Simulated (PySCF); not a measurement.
# YH₁₂O₆ (+3): NMR shieldings

Wanted: NMR shieldings for YH₁₂O₆ (+3) (`[OH2]->[Y+3](<-[OH2])(<-[OH2])(<-[OH2])(<-[OH2])<-[OH2]`).

Computed with PySCF 2.14.0 and routines of our own; the level stands in each step. Atoms count from 0.

### Step 1. The starting structure

19 atoms, charge 3, multiplicity 1; geometry from: GFN2-xTB.

### Step 2. NMR shieldings: PBE/pcSseg-1 Y:us-x2c-TZVPall-2c, spin–orbit

What the job is given:

```
{"job": {"xc": "PBE", "basis": {"default": "pcSseg-1", "Y": "us-x2c-TZVPall-2c"}, "rel": "so", "kind": "hnmr"}, "charge": 3, "multiplicity": 1}
Y      0.000500    -0.000160    -0.000040
O      0.161210     0.162940     2.127850
H      0.143490     0.973320     2.676580
H      0.277150    -0.553350     2.785060
O     -0.158710    -0.164030    -2.127450
H     -0.259270     0.553370    -2.785800
H     -0.159080    -0.975660    -2.674230
O      2.127850     0.163700    -0.162990
H      2.785580     0.273250     0.553320
H      2.676070     0.147840    -0.973280
O     -2.127350    -0.158760     0.163460
H     -2.675350    -0.153240     0.974190
H     -2.784550    -0.267960    -0.553870
O     -0.164760     2.127340    -0.159710
H     -0.976630     2.673790    -0.155340
H      0.551410     2.786220    -0.264510
O      0.163050    -2.127860     0.159190
H     -0.553140    -2.783900     0.275290
H      0.972510    -2.676850     0.142280
```

With the program's defaults for keys left out, this is: PBE/pcSseg-1 Y:us-x2c-TZVPall-2c GIAO NMR shielding, X2C with spin-orbit coupling, screened-nuclear two-electron part, Gaussian nuclei, gas phase.

On the command line:

```
$ OMP_NUM_THREADS=1 python heavy_run.py task.json out
```

The driver reads the jobs from task.json and runs them one after another.

The log of the run:

```text
spin-free SCF
coarse grid: 68752 points
cycle   1  E = -3841.6385414673  dE =  1.981e+00  |g| = 1.757e+00  |ddm| = 5.625e+00
cycle   2  E = -3840.6312493980  dE =  1.007e+00  |g| = 2.923e+00  |ddm| = 2.628e+00
cycle   3  E = -3842.1525798280  dE = -1.521e+00  |g| = 3.001e-01  |ddm| = 1.783e+00
cycle   4  E = -3842.1677000783  dE = -1.512e-02  |g| = 1.054e-01  |ddm| = 2.507e-01
cycle   5  E = -3842.1694111253  dE = -1.711e-03  |g| = 1.441e-02  |ddm| = 7.248e-02
cycle   6  E = -3842.1694236245  dE = -1.250e-05  |g| = 2.227e-03  |ddm| = 8.578e-03
cycle   7  E = -3842.1694246039  dE = -9.793e-07  |g| = 6.319e-04  |ddm| = 2.305e-03
final grid: 145760 points
cycle   8  E = -3842.1689526622  dE = -6.816e-07  |g| = 1.539e-03  |ddm| = 3.526e-03
cycle   9  E = -3842.1689520154  dE =  6.468e-07  |g| = 2.306e-03  |ddm| = 1.667e-03
cycle  10  E = -3842.1689528850  dE = -8.697e-07  |g| = 3.319e-04  |ddm| = 1.231e-03
cycle  11  E = -3842.1689529022  dE = -1.719e-08  |g| = 8.278e-05  |ddm| = 1.850e-04
cycle  12  E = -3842.1689529035  dE = -1.240e-09  |g| = 1.395e-05  |ddm| = 5.636e-05
converged SCF energy = -3842.1689529035
two-component SCF
cycle   1  E = -3842.0329445694  dE = -3.842e+03  |FDS-SDF| = 1.570e+01
cycle   2  E = -3842.3306574227  dE = -2.977e-01  |FDS-SDF| = 1.710e-02
cycle   3  E = -3842.3306578952  dE = -4.725e-07  |FDS-SDF| = 3.565e-03
cycle   4  E = -3842.3306580125  dE = -1.173e-07  |FDS-SDF| = 1.799e-03
cycle   5  E = -3842.3306581167  dE = -1.042e-07  |FDS-SDF| = 2.722e-04
cycle   6  E = -3842.3306581288  dE = -1.212e-08  |FDS-SDF| = 6.382e-05
converged, E = -3842.3306581288

Field gradients (au) and densities at the nuclei (bohr^-3)
atom        Vxx        Vyy        Vzz        centre      nuclear mean
  0 Y     -0.0207    -0.0222     0.0429      61245.276      61128.233
  1 O      0.2577     1.2959    -1.5536        281.776        281.776
  2 H     -0.1688    -0.2302     0.3990          0.325          0.325
  3 H     -0.1687    -0.2299     0.3986          0.324          0.324
  4 O      0.2567     1.2961    -1.5528        281.776        281.776
  5 H     -0.1689    -0.2301     0.3989          0.325          0.325
  6 H     -0.1691    -0.2305     0.3996          0.325          0.325
  7 O      0.2575     1.2951    -1.5526        281.776        281.775
  8 H     -0.1692    -0.2305     0.3997          0.325          0.325
  9 H     -0.1694    -0.2308     0.4001          0.325          0.325
 10 O      0.2573     1.2960    -1.5533        281.776        281.776
 11 H     -0.1692    -0.2306     0.3998          0.325          0.325
 12 H     -0.1687    -0.2299     0.3987          0.325          0.325
 13 O      0.2574     1.2954    -1.5528        281.776        281.776
 14 H     -0.1691    -0.2304     0.3996          0.325          0.325
 15 H     -0.1690    -0.2302     0.3992          0.325          0.325
 16 O      0.2570     1.2954    -1.5524        281.775        281.775
 17 H     -0.1698    -0.2312     0.4011          0.325          0.325
 18 H     -0.1697    -0.2311     0.4008          0.325          0.325
without picture change
  0 Y                            0.0441                    104566.900

Core orbital energies (eV)
atom   shell        mean    spread
  0 Y  1s       -16855.167   0.000
  0 Y  2s        -2319.817   0.000
  0 Y  3s         -379.787   0.000
  0 Y  4s          -59.622   0.000
  0 Y  2p1/2     -2118.246   0.000
  0 Y  2p3/2     -2042.107   0.000
  0 Y  3p1/2      -305.762   0.000
  0 Y  3p3/2      -293.811   0.001
  0 Y  4p1/2       -40.776   0.000
  0 Y  4p3/2       -39.365   0.001
  0 Y  3d3/2      -163.599   0.001
  0 Y  3d5/2      -161.521   0.002

Shielding tensors (ppm)
atom      isotropic    diamagn.    paramagn.     s11        s22        s33       span
  0 Y      2682.82     3431.44     -748.62    2678.48    2684.90    2685.06       6.58
  1 O       250.85      389.28     -138.43     185.93     255.25     311.38     125.45
  2 H        25.55       26.88       -1.33      18.13      20.67      37.85      19.72
  3 H        25.55       26.88       -1.33      18.11      20.68      37.85      19.73
  4 O       250.81      389.29     -138.47     185.77     255.24     311.44     125.67
  5 H        25.55       26.88       -1.34      18.11      20.68      37.84      19.73
  6 H        25.56       26.89       -1.34      18.14      20.67      37.86      19.73
  7 O       250.91      389.26     -138.35     185.85     255.39     311.50     125.66
  8 H        25.56       26.89       -1.34      18.12      20.69      37.86      19.75
  9 H        25.57       26.90       -1.34      18.14      20.68      37.87      19.73
 10 O       250.92      389.29     -138.37     186.02     255.28     311.44     125.42
 11 H        25.56       26.90       -1.34      18.14      20.67      37.87      19.74
 12 H        25.55       26.88       -1.34      18.11      20.69      37.84      19.73
 13 O       250.83      389.27     -138.43     185.80     255.31     311.39     125.60
 14 H        25.56       26.89       -1.33      18.13      20.68      37.86      19.73
 15 H        25.55       26.88       -1.33      18.11      20.68      37.85      19.74
 16 O       251.14      389.27     -138.13     186.19     255.51     311.72     125.52
 17 H        25.58       26.93       -1.35      18.14      20.71      37.89      19.75
 18 H        25.58       26.92       -1.34      18.15      20.67      37.90      19.75
```

Wall time 3 min (1 thread of Arm Neoverse V2, shared host); peak memory 1.4 GiB.

Key values:

| quantity | value |
| --- | --- |
| energy from spin-orbit coupling | -0.1617 Eh |

### Step 3. NMR shieldings: PBE/pcSseg-1 Y:us-x2c-TZVPall-2c, spin-free

Settings changed since step 2:

```diff
@@ -1,2 +1,2 @@
-{"job": {"xc": "PBE", "basis": {"default": "pcSseg-1", "Y": "us-x2c-TZVPall-2c"}, "rel": "so", "kind": "hnmr"}, "charge": 3, "multiplicity": 1}
+{"job": {"xc": "PBE", "basis": {"default": "pcSseg-1", "Y": "us-x2c-TZVPall-2c"}, "rel": "sf", "kind": "hnmr"}, "charge": 3, "multiplicity": 1}
 Y      0.000500    -0.000160    -0.000040
```

Method: PBE/pcSseg-1 Y:us-x2c-TZVPall-2c GIAO NMR shielding, spin-free X2C, Gaussian nuclei, gas phase.

The log of the run:

```text
spin-free SCF
coarse grid: 68752 points
cycle   1  E = -3841.6385414673  dE =  1.981e+00  |g| = 1.757e+00  |ddm| = 5.625e+00
cycle   2  E = -3840.6312493980  dE =  1.007e+00  |g| = 2.923e+00  |ddm| = 2.628e+00
cycle   3  E = -3842.1525798280  dE = -1.521e+00  |g| = 3.001e-01  |ddm| = 1.783e+00
cycle   4  E = -3842.1677000783  dE = -1.512e-02  |g| = 1.054e-01  |ddm| = 2.507e-01
cycle   5  E = -3842.1694111253  dE = -1.711e-03  |g| = 1.441e-02  |ddm| = 7.248e-02
cycle   6  E = -3842.1694236245  dE = -1.250e-05  |g| = 2.227e-03  |ddm| = 8.578e-03
cycle   7  E = -3842.1694246039  dE = -9.793e-07  |g| = 6.319e-04  |ddm| = 2.305e-03
final grid: 145760 points
cycle   8  E = -3842.1689526622  dE = -6.816e-07  |g| = 1.539e-03  |ddm| = 3.526e-03
cycle   9  E = -3842.1689520154  dE =  6.468e-07  |g| = 2.306e-03  |ddm| = 1.667e-03
cycle  10  E = -3842.1689528850  dE = -8.697e-07  |g| = 3.319e-04  |ddm| = 1.231e-03
cycle  11  E = -3842.1689529022  dE = -1.719e-08  |g| = 8.278e-05  |ddm| = 1.850e-04
cycle  12  E = -3842.1689529035  dE = -1.240e-09  |g| = 1.395e-05  |ddm| = 5.636e-05
converged SCF energy = -3842.1689529035
check of the scalar solution
cycle   1  E = -3842.1689529035  dE = -3.842e+03  |FDS-SDF| = 1.464e+00
cycle   2  E = -3842.1691263159  dE = -1.734e-04  |FDS-SDF| = 1.361e-03
cycle   3  E = -3842.1691263160  dE = -1.137e-10  |FDS-SDF| = 4.318e-05
converged, E = -3842.1691263160

Field gradients (au) and densities at the nuclei (bohr^-3)
atom        Vxx        Vyy        Vzz        centre      nuclear mean
  0 Y     -0.0207    -0.0222     0.0428      61232.347      61115.305
  1 O      0.2576     1.2959    -1.5536        281.776        281.776
  2 H     -0.1688    -0.2302     0.3990          0.325          0.325
  3 H     -0.1687    -0.2299     0.3986          0.324          0.324
  4 O      0.2566     1.2962    -1.5527        281.776        281.776
  5 H     -0.1689    -0.2301     0.3989          0.325          0.325
  6 H     -0.1691    -0.2305     0.3996          0.325          0.325
  7 O      0.2574     1.2952    -1.5526        281.776        281.775
  8 H     -0.1692    -0.2305     0.3997          0.325          0.325
  9 H     -0.1694    -0.2308     0.4001          0.325          0.325
 10 O      0.2572     1.2961    -1.5533        281.776        281.776
 11 H     -0.1692    -0.2306     0.3998          0.325          0.325
 12 H     -0.1687    -0.2299     0.3987          0.325          0.325
 13 O      0.2573     1.2954    -1.5527        281.776        281.776
 14 H     -0.1691    -0.2304     0.3996          0.325          0.325
 15 H     -0.1690    -0.2302     0.3992          0.325          0.325
 16 O      0.2569     1.2955    -1.5524        281.775        281.775
 17 H     -0.1698    -0.2312     0.4011          0.325          0.325
 18 H     -0.1697    -0.2311     0.4008          0.325          0.325
without picture change
  0 Y                            0.0441                    104568.371

Core orbital energies (eV)
atom   shell        mean    spread
  0 Y  1s       -16855.560   0.000
  0 Y  2s        -2319.886   0.000
  0 Y  3s         -379.800   0.000
  0 Y  4s          -59.624   0.000
  0 Y  2p        -2066.958   0.000
  0 Y  3p         -297.710   0.001
  0 Y  4p          -39.825   0.002
  0 Y  3d         -162.356   0.004

Shielding tensors (ppm)
atom      isotropic    diamagn.    paramagn.     s11        s22        s33       span
  0 Y      2319.63     3634.28    -1314.64    2315.44    2321.65    2321.81       6.37
  1 O       253.24      389.06     -135.82     190.26     258.59     310.86     120.60
  2 H        25.54       26.89       -1.34      18.11      20.62      37.90      19.79
  3 H        25.54       26.88       -1.34      18.09      20.64      37.89      19.80
  4 O       253.20      389.07     -135.86     190.11     258.58     310.92     120.80
  5 H        25.54       26.89       -1.35      18.09      20.64      37.89      19.79
  6 H        25.55       26.90       -1.35      18.12      20.63      37.91      19.79
  7 O       253.30      389.04     -135.74     190.19     258.73     310.98     120.79
  8 H        25.55       26.90       -1.35      18.10      20.64      37.91      19.81
  9 H        25.56       26.91       -1.35      18.12      20.63      37.92      19.80
 10 O       253.29      389.07     -135.77     190.34     258.62     310.92     120.58
 11 H        25.55       26.90       -1.35      18.12      20.62      37.92      19.80
 12 H        25.54       26.89       -1.35      18.10      20.64      37.89      19.79
 13 O       253.20      389.05     -135.84     190.12     258.63     310.86     120.74
 14 H        25.55       26.90       -1.35      18.12      20.63      37.91      19.79
 15 H        25.54       26.89       -1.35      18.09      20.64      37.90      19.80
 16 O       253.53      389.05     -135.53     190.53     258.86     311.19     120.67
 17 H        25.57       26.93       -1.36      18.12      20.66      37.93      19.82
 18 H        25.57       26.92       -1.35      18.13      20.63      37.95      19.81
```

Run time: 45 s. Hardware: 1 thread of Arm Neoverse V2, shared host; peak memory 1.3 GiB.

### Step 4. NMR shieldings: PBE/pcSseg-1 Y:us-x2c-TZVPall-2c in water, spin–orbit

Settings changed since step 3:

```diff
@@ -1,2 +1,2 @@
-{"job": {"xc": "PBE", "basis": {"default": "pcSseg-1", "Y": "us-x2c-TZVPall-2c"}, "rel": "sf", "kind": "hnmr"}, "charge": 3, "multiplicity": 1}
+{"job": {"xc": "PBE", "basis": {"default": "pcSseg-1", "Y": "us-x2c-TZVPall-2c"}, "rel": "so", "solvent": "water", "kind": "hnmr"}, "charge": 3, "multiplicity": 1}
 Y      0.000500    -0.000160    -0.000040
```

Level: PBE/pcSseg-1 Y:us-x2c-TZVPall-2c GIAO NMR shielding, X2C with spin-orbit coupling, screened-nuclear two-electron part, Gaussian nuclei, IEF-PCM water.

The log of the run:

```text
spin-free SCF
coarse grid: 68752 points
cycle   1  E = -3842.3318685556  dE =  1.297e+00  |g| = 1.719e+00  |ddm| = 5.619e+00
cycle   2  E = -3841.3728647819  dE =  9.590e-01  |g| = 2.853e+00  |ddm| = 2.598e+00
cycle   3  E = -3842.8213217919  dE = -1.448e+00  |g| = 3.127e-01  |ddm| = 1.778e+00
cycle   4  E = -3842.8386335882  dE = -1.731e-02  |g| = 9.060e-02  |ddm| = 2.497e-01
cycle   5  E = -3842.8396682727  dE = -1.035e-03  |g| = 1.667e-02  |ddm| = 6.094e-02
cycle   6  E = -3842.8396885780  dE = -2.031e-05  |g| = 1.798e-03  |ddm| = 1.108e-02
cycle   7  E = -3842.8396892405  dE = -6.625e-07  |g| = 6.180e-04  |ddm| = 1.954e-03
final grid: 145760 points
cycle   8  E = -3842.8392157143  dE = -7.040e-07  |g| = 1.517e-03  |ddm| = 3.560e-03
cycle   9  E = -3842.8392151208  dE =  5.935e-07  |g| = 2.224e-03  |ddm| = 1.609e-03
cycle  10  E = -3842.8392159185  dE = -7.976e-07  |g| = 3.436e-04  |ddm| = 1.199e-03
cycle  11  E = -3842.8392159373  dE = -1.885e-08  |g| = 8.518e-05  |ddm| = 1.859e-04
cycle  12  E = -3842.8392159381  dE = -7.922e-10  |g| = 1.441e-05  |ddm| = 5.019e-05
converged SCF energy = -3842.8392159381
two-component SCF
cycle   1  E = -3842.7032069128  dE = -3.843e+03  |FDS-SDF| = 1.570e+01
cycle   2  E = -3843.0009195863  dE = -2.977e-01  |FDS-SDF| = 1.710e-02
cycle   3  E = -3843.0009200615  dE = -4.752e-07  |FDS-SDF| = 3.562e-03
cycle   4  E = -3843.0009201818  dE = -1.203e-07  |FDS-SDF| = 1.786e-03
cycle   5  E = -3843.0009202814  dE = -9.964e-08  |FDS-SDF| = 2.620e-04
cycle   6  E = -3843.0009202923  dE = -1.090e-08  |FDS-SDF| = 6.387e-05
converged, E = -3843.0009202923

Field gradients (au) and densities at the nuclei (bohr^-3)
atom        Vxx        Vyy        Vzz        centre      nuclear mean
  0 Y     -0.0197    -0.0211     0.0408      61245.265      61128.223
  1 O      0.2776     1.3008    -1.5784        281.800        281.799
  2 H     -0.1691    -0.2318     0.4008          0.326          0.326
  3 H     -0.1689    -0.2315     0.4004          0.326          0.326
  4 O      0.2767     1.3010    -1.5776        281.799        281.799
  5 H     -0.1691    -0.2317     0.4007          0.326          0.326
  6 H     -0.1694    -0.2321     0.4014          0.327          0.327
  7 O      0.2774     1.3001    -1.5775        281.799        281.799
  8 H     -0.1694    -0.2320     0.4015          0.327          0.327
  9 H     -0.1696    -0.2324     0.4019          0.327          0.327
 10 O      0.2772     1.3009    -1.5781        281.799        281.799
 11 H     -0.1694    -0.2321     0.4016          0.327          0.327
 12 H     -0.1689    -0.2315     0.4004          0.326          0.326
 13 O      0.2773     1.3004    -1.5777        281.799        281.799
 14 H     -0.1693    -0.2320     0.4014          0.327          0.327
 15 H     -0.1692    -0.2318     0.4010          0.326          0.326
 16 O      0.2770     1.3002    -1.5772        281.798        281.798
 17 H     -0.1700    -0.2328     0.4028          0.327          0.327
 18 H     -0.1699    -0.2327     0.4026          0.327          0.327
without picture change
  0 Y                            0.0419                    104566.880

Core orbital energies (eV)
atom   shell        mean    spread
  0 Y  1s       -16842.945   0.000
  0 Y  2s        -2307.596   0.000
  0 Y  3s         -367.563   0.000
  0 Y  4s          -47.385   0.000
  0 Y  2p1/2     -2106.025   0.000
  0 Y  2p3/2     -2029.885   0.000
  0 Y  3p1/2      -293.538   0.000
  0 Y  3p3/2      -281.587   0.001
  0 Y  4p1/2       -28.763   0.000
  0 Y  4p3/2       -27.418   0.003
  0 Y  3d3/2      -151.375   0.001
  0 Y  3d5/2      -149.297   0.003

Shielding tensors (ppm)
atom      isotropic    diamagn.    paramagn.     s11        s22        s33       span
  0 Y      2701.47     3430.97     -729.50    2696.98    2703.63    2703.79       6.81
  1 O       252.26      388.51     -136.26     189.86     254.46     312.45     122.59
  2 H        25.78       27.12       -1.33      18.39      20.99      37.97      19.58
  3 H        25.78       27.11       -1.33      18.37      21.00      37.96      19.59
  4 O       252.20      388.52     -136.33     189.64     254.44     312.51     122.87
  5 H        25.77       27.12       -1.34      18.37      21.00      37.95      19.59
  6 H        25.79       27.13       -1.34      18.39      21.00      37.97      19.58
  7 O       252.32      388.50     -136.17     189.80     254.60     312.58     122.78
  8 H        25.79       27.12       -1.34      18.37      21.01      37.98      19.60
  9 H        25.80       27.14       -1.34      18.40      21.00      37.99      19.59
 10 O       252.29      388.52     -136.23     189.88     254.48     312.51     122.63
 11 H        25.79       27.13       -1.34      18.40      20.99      37.99      19.59
 12 H        25.78       27.11       -1.34      18.37      21.01      37.95      19.59
 13 O       252.25      388.50     -136.25     189.76     254.53     312.46     122.70
 14 H        25.79       27.13       -1.34      18.39      21.00      37.97      19.58
 15 H        25.78       27.12       -1.34      18.37      21.01      37.96      19.60
 16 O       252.51      388.51     -136.00     190.02     254.71     312.79     122.76
 17 H        25.80       27.16       -1.35      18.39      21.03      38.00      19.61
 18 H        25.81       27.15       -1.35      18.41      21.00      38.01      19.60
```

Wall time 98 s (1 thread of Arm Neoverse V2, shared host); peak memory 1.5 GiB.

Key values:

| quantity | value |
| --- | --- |
| energy from spin-orbit coupling | -0.1617 Eh |

(Part 1 of 2 ends here.)
